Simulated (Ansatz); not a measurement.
Crystal: CsLiCr2Te2S3.

```xyz
9
Lattice="7.0568 0.0000 0.0000 0.0000 3.9806 0.0000 -2.6733 0.0000 8.6817" Properties=species:S:1:pos:R:3 pbc="T T T"
Cs   -0.4619    0.0000    3.2735
Li    3.9900    1.9903    6.8484
Cr   -1.6370    0.0000    8.2143
Cr    1.5865    1.9903    8.4356
Te    3.1793    0.0000    1.3257
Te    1.9223    0.0000    6.5020
S     4.3382    0.0000    5.9471
S    -0.4797    1.9903    7.3275
S     6.6521    1.9903    0.4651
```

The cell was built by a generator and needn't be a form met in nature.

Base run:

| Quantity | Value |
| --- | --- |
| Program | Ansatz 0.2.0 |
| Functional | PBE |
| Potentials or basis | Ansatz PAW |
| Cutoff | 420 eV |
| Density cutoff | 1680 eV |
| k mesh | 4 × 7 × 3 |
| Occupations | fermi-dirac, width 0.05 eV |
| Spin | collinear spin, ferromagnetic start |
| Starting moments | [0.0, 0.0, 3.0, 3.0, 0.0, 0.0, 0.0, 0.0, 0.0] μB |

Its results: band gap on the k mesh 0.48 eV, indirect (least direct gap 0.77 eV); pressure 0.0 GPa; net moment 6.00 μB per cell; site moments Cs +0.00; Li +0.00; Cr +2.89, +2.69; Te -0.13, -0.04; S -0.03, -0.10, -0.05 μB; largest force 0.009 eV/Å.

Task: The run is repeated on the same cell with these changes: hubbard terms from none to Cr d U = 4 eV; hubbard projectors from none to ortho-atomic (the default). What comes out?

Result: Band gap on the k mesh 0.22 eV, indirect (least direct gap 0.51 eV); pressure 2.3 GPa; net moment 6.00 μB per cell; site moments Cs -0.01; Li -0.00; Cr +3.32, +3.17; Te -0.32, -0.11; S -0.08, -0.28, -0.16 μB; largest force 0.501 eV/Å.

Caveats: odd divisions of the mesh miss points on the zone boundary, where band edges often lie, so the gap on the mesh can be too wide; spin-orbit coupling is left out, which moves the levels of the heavy elements; only a ferromagnetic start was run, and an antiferromagnetic order may lie lower in energy; the magnetic or orbital state may not be the lowest (some runs); the density of states is complete only up to the lowest level of the last band computed (some runs).

A k mesh can miss the band edges.

Not every run made on this cell is shown here.
